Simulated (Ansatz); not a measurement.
Working through an atomisation energy of C₂H₆GeS, SMILES [GeH3][CH]1CS1

Computed with Ansatz 0.2.0 through its Python package.

Interactive session:
```pycon
>>> from collections import Counter
>>> import ansatz as az
>>> from ase import Atoms
>>> def energy(molecule, charge=0, unpaired=0):
...     calc = molecule.calculation().basis(gaussian="def2-TZVP").correlation("mp2")
...     if charge:
...         calc = calc.charge(charge)
...     if unpaired:
...         calc = calc.spin("collinear", total=unpaired)
...     report = calc.run(threads=1).report
...     if report["published_state_doubts"]:
...         print("  doubts:", report["published_state_doubts"])
...     return report["free_energy_ev"]
...
>>> atoms = Atoms(["Ge", "C", "C", "S", "H", "H", "H", "H", "H", "H"], positions=[
...     (-0.7805, 1.0853, 0.2896),
...     (0.0469, -0.3197, -0.69),
...     (1.0274, -1.0417, 0.0681),
...     (-0.4476, -1.9583, -0.1207),
...     (-2.2152, 1.3924, -0.374),
...     (-1.0112, 0.7494, 1.7641),
...     (0.0674, 2.4121, 0.1908),
...     (0.2674, -0.2283, -1.7891),
...     (1.2373, -0.6783, 1.1643),
...     (1.8912, -1.4641, -0.5004),
... ])
>>> molecule = az.Crystal.molecule_from_ase(atoms)
>>> # unpaired electrons of the ground-state atoms
>>> unpaired = {"Ge": 2, "C": 2, "S": 2, "H": 1}
>>> counts = Counter(site.symbol for site in molecule.cartesian_sites)
>>> atom_energy = {s: energy(az.Crystal.molecule().atom(s, (0, 0, 0)), 0, unpaired[s]) for s in counts}
>>> whole = energy(molecule, 0, 0)
>>> for s, e in atom_energy.items():
...     print(f"{s:2s} x{counts[s]}  {e:14.5f} eV")
...
Ge x1    -56477.31752 eV
C  x2     -1027.46354 eV
S  x1    -10819.68585 eV
H  x6       -13.60052 eV
>>> print(f"C2H6GeS: {whole:.5f} eV")
C2H6GeS: -69467.10119 eV
>>> split = sum(counts[s] * e for s, e in atom_energy.items()) - whole
>>> print(f"atomisation energy (no zero-point term): {96.485332 * split:.1f} kJ/mol, {split / sum(counts.values()):.3f} eV an atom")
atomisation energy (no zero-point term): 3238.8 kJ/mol, 3.357 eV an atom
```

3238.8 kJ/mol from the electronic energies, without the zero-point term.

Total energies depend on the basis set; only differences at equal settings carry meaning. The geometry is a force-field or estimated start, not a minimum of this method, and the basis set is short of its limit. All parts are taken at fixed geometry, without zero-point energy. Run time: 7.9 s on 1 thread of Arm Neoverse V1, with other jobs on the host, peak memory 0.46 GiB.
